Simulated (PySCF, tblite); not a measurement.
# C₇H₈F₂O: geometry, infrared bands and NMR shifts

Aim: predict the infrared bands and NMR shifts of C₇H₈F₂O (`FC/C(F)=C1/CC=CCO1`).

The runs use tblite 0.8.0 and PySCF 2.14.0, with density-fitted response routines of our own; the level of theory stands in each step. All values are computed, except where a source is named. Atoms count from 0, in the outputs and in this text.

### Step 1. The starting structure

18 atoms, charge 0, multiplicity 1; geometry from: force field or distance geometry start.

Bonds of the start (Å): F0–C1 1.40, C1–C2 1.48, C2–F3 1.36, C2–C4 1.33, C4–C5 1.50, C5–C6 1.48, C6–C7 1.33, C7–C8 1.51, C8–O9 1.42, O9–C4 1.40, C1–H10 1.11, C1–H11 1.11, C5–H12 1.13, C5–H13 1.11, C6–H14 1.09, C7–H15 1.12, C8–H16 1.10, C8–H17 1.11.

### Step 2. Relaxing the molecule with GFN2-xTB

The job: settings as JSON, then the geometry in Å.

```
{"job": {"kind": "relax", "xc": "GFN2-xTB", "basis": "xTB"}, "charge": 0, "multiplicity": 1}
F      3.202800    -0.615400     1.619500
C      2.636600    -0.590800     0.340800
C      1.715600     0.559400     0.162300
F      2.138100     1.849200     0.279400
C      0.445000     0.282800    -0.132900
C     -0.587700     1.349300    -0.358400
C     -1.812500     0.913300     0.358700
C     -2.167400    -0.361300     0.253300
C     -1.365400    -1.332000    -0.571100
O     -0.007300    -1.036200    -0.269600
H      3.420000    -0.625900    -0.447600
H      2.037300    -1.523700     0.238800
H     -0.276000     2.329300     0.101000
H     -0.744300     1.511600    -1.443200
H     -2.425000     1.584700     0.968800
H     -3.081200    -0.734400     0.776400
H     -1.515700    -2.370700    -0.249900
H     -1.621600    -1.182800    -1.638000
```

Command:

```console
OMP_NUM_THREADS=1 python probes_run.py task.json out
```

The driver reads the jobs from task.json and runs them one after another.

**Question.** This job is followed by: GFN2-xTB harmonic vibrations, gas phase; GIAO PBE0/pcSseg-1 NMR shielding, non-relativistic, gas phase. Predict these results of the whole session: strongest single infrared mode (GFN2-xTB); zero-point energy (GFN2-xTB); 13C shifts against TMS (PBE0/pcSseg-1); 1H shifts against TMS (PBE0/pcSseg-1, means over atoms taken as alike); 19F shifts against CFCl3 (PBE0/pcSseg-1); 17O shifts against H2O (PBE0/pcSseg-1).

As calculated:

| quantity | value |
| --- | --- |
| strongest single infrared mode (GFN2-xTB) | 1227 cm⁻¹, 134 km/mol |
| zero-point energy (GFN2-xTB) | 84.5 kcal/mol |
| 13C shifts against TMS (PBE0/pcSseg-1) | 153.2, 149.5, 136.5, 136.3, 80.7, 67.5, 26.9 ppm |
| 1H shifts against TMS (PBE0/pcSseg-1, means over atoms taken as alike) | 6.58, 6.46, 5.47, 4.70, 3.25 ppm |
| 19F shifts against CFCl3 (PBE0/pcSseg-1) | -165.0, -232.6 ppm |
| 17O shifts against H2O (PBE0/pcSseg-1) | 96.8 ppm |

What this shows: Relaxing lowered the energy by 0.470 eV in 74 steps; the close pair that moved most is C4–O9, from 1.401 to 1.354 Å. No mode is imaginary among the 48: a minimum at this level. The strongest single mode, at 1227 cm⁻¹, is spread over many atoms; the largest shares are those of H11, H10. Unscaled tight-binding wavenumbers are off by several per cent, some by more. Its intensities can rank the bands wrongly.
